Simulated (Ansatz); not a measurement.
Here is an Ansatz 0.2.0 calculation.

Contents of input.yaml:

```yaml
crystal:
  lattice:
    - [0.0, 3.235, 3.235]
    - [3.235, 0.0, 3.235]
    - [3.235, 3.235, 0.0]
  atoms:
    - { symbol: Bi, position: [0.0, 0.0, 0.0] }
    - { symbol: Te, position: [0.5, 0.5, 0.5] }
hamiltonian:
  xc: revpbe
  pseudopotentials: { kind: paw }
  dispersion: d3bj
kpoints:
  mp_grid: { grid: [7, 7, 7] }
scf:
  occupations: { method: fermi_dirac, width: 0.05 }
output:
  forces: true
  stress: true
  eigenvalues: true
  write_density: true
  write_potential: true
  elf: true
  volumetric_format: npy
relax:
  f_tol: 0.01
  max_steps: 40
  cell: { stress_tol: 0.05 }
```

Potentials or basis: Ansatz PAW.

The run is started by

```bash
$ ansatz run input.yaml --threads 2 --pin off --max-ram 5632MiB --backend cpu --events-out ev --progress --plain --runs-dir out
```

**Question.** What does it give for the relaxed volume?

**Answer.** 32.32 Å³/atom.

**Question.** What does it give for the space group after relaxing (to 0.05 Å)?

**Answer.** Fm-3m (No. 225).

**Question.** Predict the relaxed cell.

**Answer.** a = 4.505 Å, b = 4.505 Å, c = 4.505 Å, α = 60.00°, β = 60.00°, γ = 60.00°.

**Question.** Predict the band gap on the k mesh.

**Answer.** None (metal or under the smearing width).

Step by step:
```csv
step,energy change (eV),largest force (eV/Å),volume (Å³)
1,0.0000,0.0000,67.71
2,-0.0179,0.0000,63.22
3,-0.0231,0.0000,64.76
4,-0.0232,0.0000,64.65
5,-0.0226,0.0000,64.65
```

Caveat: the plane-wave basis is chosen anew once the cell has moved, so the energies of steps on either side of that aren't comparable; spin-orbit coupling is left out, which moves the levels of the heavy elements; pairwise dispersion overbinds metals, which lowers pressure and volume; the PAW data sets come from PBE, with cores solved anew for the run's functional, which leaves a small shift of forces and pressure.
